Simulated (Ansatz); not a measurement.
## Rb2NbTlF6, space group Fm-3m: a single point from an input typed as a dict, step by step

Computed with the Ansatz DFT code, driven from Python.

At the Python prompt:
```pycon
>>> import warnings
>>> import ansatz
>>> import numpy as np
>>> import pandas as pd
>>> warnings.simplefilter("ignore", ansatz.DeckWarning)
>>> inputs = {
...     "crystal": {
...         "lattice": [
...             [0.0, 4.764592, 4.764592],
...             [4.764592, 0.0, 4.764592],
...             [4.764592, 4.764592, 0.0],
...         ],
...         "atoms": [
...             {"symbol": "Rb", "position": [0.75, 0.75, 0.75]},
...             {"symbol": "Rb", "position": [0.25, 0.25, 0.25]},
...             {"symbol": "Nb", "position": [0.0, 0.0, 0.0]},
...             {"symbol": "Tl", "position": [0.5, 0.5, 0.5]},
...             {"symbol": "F", "position": [0.778958, 0.221042, 0.221042]},
...             {"symbol": "F", "position": [0.221042, 0.221042, 0.778958]},
...             {"symbol": "F", "position": [0.221042, 0.778958, 0.778958]},
...             {"symbol": "F", "position": [0.221042, 0.778958, 0.221042]},
...             {"symbol": "F", "position": [0.778958, 0.221042, 0.778958]},
...             {"symbol": "F", "position": [0.778958, 0.778958, 0.221042]},
...         ],
...     },
...     "kpoints": {"mp_grid": {"grid": [4, 4, 4]}},
...     "hamiltonian": {"xc": "pbesol"},
...     "scf": {"occupations": {"method": "tetrahedron"}},
...     "basis": {"ecutwfc": "35 Ry"},
...     "output": {"forces": True, "stress": True},
... }
>>> done = ansatz.Session.from_dict(inputs).plan(threads=1).execute()

>>> report = done.report
>>> [(site.symbol, site.position_frac.round(4).tolist()) for site in done.lattice.sites]
[(<Element.RB: 'Rb'>, [0.75, 0.75, 0.75]), (<Element.RB: 'Rb'>, [0.25, 0.25, 0.25]), (<Element.NB: 'Nb'>, [0.0, 0.0, 0.0]), (<Element.TL: 'Tl'>, [0.5, 0.5, 0.5]), (<Element.F: 'F'>, [0.779, 0.221, 0.221]), (<Element.F: 'F'>, [0.221, 0.221, 0.779]), (<Element.F: 'F'>, [0.221, 0.779, 0.779]), (<Element.F: 'F'>, [0.221, 0.779, 0.221]), (<Element.F: 'F'>, [0.779, 0.221, 0.779]), (<Element.F: 'F'>, [0.779, 0.779, 0.221])]
>>> sorted(key for key in report if key.endswith("_ev"))
['eigenvalues_ev', 'energy_sigma0_ev', 'entropy_ts_ev', 'fermi_energy_ev', 'free_energy_ev', 'gap_by_band_count_ev', 'harris_foulkes_ev', 'internal_energy_ev', 'lagrangian_ev', 'lagrangian_sigma0_ev', 'occupations_fermi_energy_ev', 'residual_norms_ev']
>>> print("%-22s %14.5f eV" % ("F = E - TS", report["free_energy_ev"]))
F = E - TS               -27034.98804 eV
>>> print("%-22s %14.5f eV" % ("E", report["internal_energy_ev"]))
E                        -27034.98453 eV
>>> print("%-22s %14.5f eV" % ("Harris-Foulkes", report["harris_foulkes_ev"]))
Harris-Foulkes           -27034.98804 eV
>>> print("%-22s %14.5f eV" % ("Fermi level", report["fermi_energy_ev"]))
Fermi level                   7.26370 eV
>>> # forces in eV per angstrom
>>> table = pd.DataFrame(report["forces_ev_ang"], columns=["fx", "fy", "fz"])
>>> table.insert(0, "atom", [site["symbol"] for site in report["lattice"]["sites"]])
>>> table.round(4)
  atom      fx      fy      fz
0   Rb  0.0000  0.0000  0.0000
1   Rb -0.0000  0.0000  0.0000
2   Nb  0.0000 -0.0000 -0.0000
3   Tl  0.0000  0.0000  0.0000
4    F -0.7291  0.0000 -0.0000
5    F -0.0000 -0.0000 -0.7291
6    F  0.7291 -0.0000  0.0000
7    F -0.0000 -0.7291 -0.0000
8    F  0.0000  0.7291  0.0000
9    F  0.0000 -0.0000  0.7291
>>> # pressure is a third of the trace
>>> print("pressure by term (GPa)")
pressure by term (GPa)
>>> for term, tensor in report["stress_terms_gpa"].items():
...     if np.any(tensor):
...         print(f"  {term:28s} {np.trace(np.array(tensor)) / 3:12.3f}")
...
  kinetic                          1154.089
  hartree                           700.653
  ewald                           -1271.229
  local_pseudopotential            -402.622
  nonlocal_pseudopotential          -19.009
  augmentation                       75.311
  nlcc                             -160.967
  xc                                -79.536
  augmentation_tail                  -0.029
  scf_correction                      0.000
  pulay_correction                    0.010
>>> print(f"  {'total':28s} {np.trace(np.array(report['stress_gpa'])) / 3:12.3f}")
  total                              -3.327
```

Notes:
- The settings weren't tested for convergence.
- Spin is left out of this run.
- The mesh is modest for a metal, so energies can be off by several to tens of meV an atom and pressures by half a GPa or more; differences at equal mesh fare better.
- An absolute Fermi energy rests on an arbitrary zero of the periodic potential and has no direct meaning.
- A gap by band count of zero or less means overlapping bands, a metal.
- Pressure is positive in compression.
- The structure comes from a database of computed cells and needn't be a stable or known phase.
- Gaps and levels are Kohn-Sham values on a finite set of k-points, without spin-orbit coupling.
- The script silences the warnings on its input, which a real study should read.
- The whole script took 8.9 s on 1 thread of Arm Neoverse V1 (shared host), peak memory 0.62 GiB.

(Lines on the test bed's own set-up are left out of the output.)
